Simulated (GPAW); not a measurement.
ZnMo3:

```xyz
4
Lattice="3.9432 0.0000 0.0000 0.0000 3.9432 0.0000 0.0000 0.0000 3.9432" Properties=species:S:1:pos:R:3 pbc="T T T"
Mo    1.9716    1.9716    0.0000
Mo    1.9716    0.0000    1.9716
Mo    0.0000    1.9716    1.9716
Zn    0.0000    0.0000    0.0000
```

The cell comes from a database or a generator and needn't be the stable form of this composition.

- Program: GPAW 26.7.0
- Task: single point
- Functional: PBE
- Potentials or basis: GPAW PAW data sets (gpaw-data 1.2.1)
- Cutoff: 600 eV
- Basis: pw
- k mesh: 7 × 7 × 7
- Occupations: fermi-dirac, width 0.05 eV
- Spin: no spin polarisation

On this cell: pressure -1.6 GPa; largest force zero by symmetry; band gap on the k mesh none (metal or under the smearing width).

The same run follows on a disturbed copy (atoms moved at random, drawn with an rms of 0.05 Å):

```xyz
4
Lattice="3.9432 0.0000 0.0000 0.0000 3.9432 0.0000 0.0000 0.0000 3.9432" Properties=species:S:1:pos:R:3 pbc="T T T"
Mo    1.9258    1.9737   -0.0004
Mo    1.9899   -0.0237    1.9779
Mo   -0.0050    1.9939    1.9107
Zn   -0.0083    0.0095   -0.0269
```

Question: What changes?

Answer: The energy (extrapolated to zero smearing) moves by +8.6 meV/atom; pressure -1.3 GPa; largest force 0.572 eV/Å; band gap on the k mesh none (metal or under the smearing width).

Forces in eV/Å, atoms in the order of the input:
```
Mo   0.468  0.018 -0.149
Mo  -0.366  0.191 -0.355
Mo  -0.051 -0.242  0.515
Zn  -0.051  0.033 -0.011
```

Stress tensor (GPa, compression positive):
```
-1.13  0.01  0.07
 0.01 -1.39 -0.06
 0.07 -0.06 -1.27
```
